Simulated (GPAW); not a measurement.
AlSn:

```xyz
2
Lattice="4.1981 0.0000 0.0000 -2.0991 3.6357 0.0000 0.0000 0.0000 3.3068" Properties=species:S:1:pos:R:3 pbc="T T T"
Sn    0.0000    2.4238    1.6534
Al    0.0000    0.0000    0.0000
```

The cell comes from a database or a generator and needn't be the stable form of this composition.

```yaml
Program: GPAW 26.7.0
Task: relaxation of cell and atoms
Functional: PBEsol
Dispersion: D3(BJ)+ATM
Potentials_or_basis: PAW data sets generated in the run's folder for this functional
Cutoff: 600 eV
Basis: pw
k_mesh: 6 × 6 × 7
Occupations: fermi-dirac, width 0.05 eV
Spin: no spin polarisation
```

At the start: pressure -4.2 GPa; volume 25.24 Å³/atom.

**Question.** How do energy, volume and symmetry change on relaxing?

**Answer.** Over 5 steps the energy falls by 32.6 meV/atom and the volume is 23.47 Å³/atom (-7.0 %); space group P-6m2 (No. 187, to 0.05 Å).

The path:
```csv
step,energy change (eV),largest force (eV/Å),pressure (GPa),volume (Å³)
1,0.0000,0.0000,-4.17,50.47
2,-0.0215,0.0000,-3.48,49.77
3,-0.0645,0.0000,0.51,46.61
4,-0.0653,0.0000,-0.07,46.99
5,-0.0653,0.0000,0.01,46.94
```

Final structure:
```
Sn Al
1.0
     4.13578    0.00000    0.00000
    -2.06789    3.58169    0.00000
     0.00000    0.00000    3.16862
Sn Al
1 1
Cartesian
  0.0000 2.3878 1.5843
  0.0000 0.0000 0.0000
```

Caveat: later steps reuse the first step's grids; pairwise dispersion overbinds metals, which lowers pressure and volume.
